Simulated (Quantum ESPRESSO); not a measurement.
Input of a Quantum ESPRESSO 7.5 run:

The input pw.in:

```
&CONTROL
  calculation = 'vc-relax'
  prefix = 'pwscf'
  outdir = './tmp'
  pseudo_dir = './pseudo'
  tprnfor = .true.
  tstress = .true.
  disk_io = 'low'
  nstep = 40
  forc_conv_thr = 0.0004
  etot_conv_thr = 1d-05
/
&SYSTEM
  ibrav = 0
  nat = 2
  ntyp = 2
  ecutwfc = 84
  nbnd = 16
  input_dft = 'pbesol'
  occupations = 'smearing'
  smearing = 'fd'
  degauss = 0.00367493
/
&ELECTRONS
  conv_thr = 4d-10
  electron_maxstep = 120
  mixing_beta = 0.5
/
&IONS
  ion_dynamics = 'bfgs'
/
&CELL
  cell_dynamics = 'bfgs'
  press = 0
  press_conv_thr = 0.3
/
ATOMIC_SPECIES
Ga    69.7230 Ga.upf
F     18.9984 F.upf
CELL_PARAMETERS angstrom
   0.0000000000    2.8462400000    2.8462400000
   2.8462400000    0.0000000000    2.8462400000
   2.8462400000    2.8462400000    0.0000000000
ATOMIC_POSITIONS crystal
Ga     0.2500000000    0.2500000000    0.2500000000
F      0.0000000000    0.0000000000    0.0000000000
K_POINTS automatic
8 8 8 0 0 0
```

Potentials or basis: PseudoDojo 0.4.1 SR PBE standard.

The run is started by

```bash
$ OMP_NUM_THREADS=1 pw.x -in pw.in > pw.out
```

Predict the relaxed volume.

21.35 Å³/atom.

Predict the band gap on the k mesh.

1.85 eV, indirect (least direct gap 1.86 eV).

Predict the relaxed cell.

a = 3.923 Å, b = 3.923 Å, c = 3.923 Å, α = 60.00°, β = 60.00°, γ = 60.00°.

Estimate the space group after relaxing (to 0.05 Å).

F-43m (No. 216).

Final structure:
```cif
data_structure
_symmetry_space_group_name_H-M 'P 1'
_symmetry_Int_Tables_number 1
_cell_length_a 3.9233
_cell_length_b 3.9233
_cell_length_c 3.9233
_cell_angle_alpha 60.000
_cell_angle_beta 60.000
_cell_angle_gamma 60.000
_cell_volume 42.70
loop_
_atom_site_label
_atom_site_type_symbol
_atom_site_fract_x
_atom_site_fract_y
_atom_site_fract_z
_atom_site_occupancy
Ga1 Ga 0.25000 0.25000 0.25000 1
F1 F 0.00000 0.00000 0.00000 1
```

Caveat: the potentials were made for another functional, which shifts forces and pressure. A k mesh can miss the band edges.
